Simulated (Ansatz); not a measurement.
Working through a single point in a Gaussian basis of AlBrH₄Si, SMILES [SiH3][AlH][Br]

With Ansatz's Python interface.

Typed at the interpreter:
```pycon
>>> from pathlib import Path
>>> import warnings
>>> import ansatz
>>> warnings.simplefilter("ignore", ansatz.DeckWarning)
>>> system = (
...     ansatz.Crystal.molecule()
...     .atom("Si", [-0.8178, 0.4797, -0.3713])
...     .atom("Al", [1.2121, -0.3467, 0.3095])
...     .atom("Br", [1.5844, -2.6644, 0.0146])
...     .atom("H", [-1.7202, -0.5751, -0.6477])
...     .atom("H", [-0.6822, 1.3046, -1.6293])
...     .atom("H", [-1.4148, 1.401, 0.6744])
...     .atom("H", [1.8997, 0.3328, 1.6041])
... )
>>> model = system.calculation()
>>> model = model.basis(gaussian="6-31G*")
>>> model = model.functional("pbe0")
>>> model = model.orbitals()
>>> out = model.run(threads=1, pin="off", runs_dir="albrh4si_runs")

>>> summary = out.report
>>> summary["positions_ang"]
[[-0.8178, 0.4797, -0.3713], [1.2121, -0.3467, 0.3095], [1.5844, -2.6644, 0.0146], [-1.7202, -0.5751, -0.6477], [-0.6822, 1.3046, -1.6293], [-1.4148, 1.401, 0.6744], [1.8997, 0.3328, 1.6041]]
>>> type(out).__name__, type(summary).__name__
('RunOutcome', 'dict')
>>> for key in ("converged", "free_energy_ev", "reference_energy_ev", "n_frozen", "n_occupied", "n_virtual"):
...     print(f"{key:22s} {summary[key]}")
...
converged              True
free_energy_ev         -84563.3204618145
reference_energy_ev    -84563.3204618145
n_frozen               0
n_occupied             [33, 33]
n_virtual              [48, 48]
>>> state = summary["mean_field"]["state"]
>>> print(f"mean field: {state['energy']['hartree']:.7f} Ha, <S^2> = {abs(state['spin_squared']):.4f}, stability: {state.get('stability', {}).get('kind')}")
mean field: -3107.6447079 Ha, <S^2> = 0.0000, stability: minimum
>>> lines = Path(summary["orbitals_path"]).read_text().splitlines()
>>> field_of = lambda key: [line.split("=")[1].strip() for line in lines if line.startswith(key)]
>>> orbitals = [(27.211386 * float(e), s, float(n)) for e, s, n in zip(field_of("Ene="), field_of("Spin="), field_of("Occup="))]
>>> homo = max(e for e, _, n in orbitals if n > 0.5)
>>> lumo = min(e for e, _, n in orbitals if n < 0.5)
>>> for e, spin, n in sorted(orbitals):
...     if homo - 6 < e < lumo + 5:
...         print(f"{spin:6s} {e:10.3f} eV  occupation {n:.0f}")
...
Alpha     -11.719 eV  occupation 2
Alpha     -10.330 eV  occupation 2
Alpha     -10.009 eV  occupation 2
Alpha      -9.324 eV  occupation 2
Alpha      -8.743 eV  occupation 2
Alpha      -8.511 eV  occupation 2
Alpha      -7.769 eV  occupation 2
Alpha      -2.586 eV  occupation 0
Alpha      -0.595 eV  occupation 0
Alpha       0.549 eV  occupation 0
Alpha       1.207 eV  occupation 0
Alpha       1.928 eV  occupation 0
Alpha       2.312 eV  occupation 0
```

Total energies depend on the basis set; only differences at equal settings carry meaning. The geometry is a force-field or estimated start, not a minimum of this method, and the basis set is short of its limit. Alpha marks a spatial orbital of a restricted run, filled by both spins. Levels such as HOMO and LUMO are orbital energies: with these approximate functionals they aren't the ionisation energy and electron affinity, and their gap isn't the fundamental gap. It ran for 2.1 s on 1 thread of Intel(R) Xeon(R) 6975P-C (Granite Rapids) (shared host), peak memory 0.22 GiB.

(Lines on the test bed's own set-up are left out of the output.)
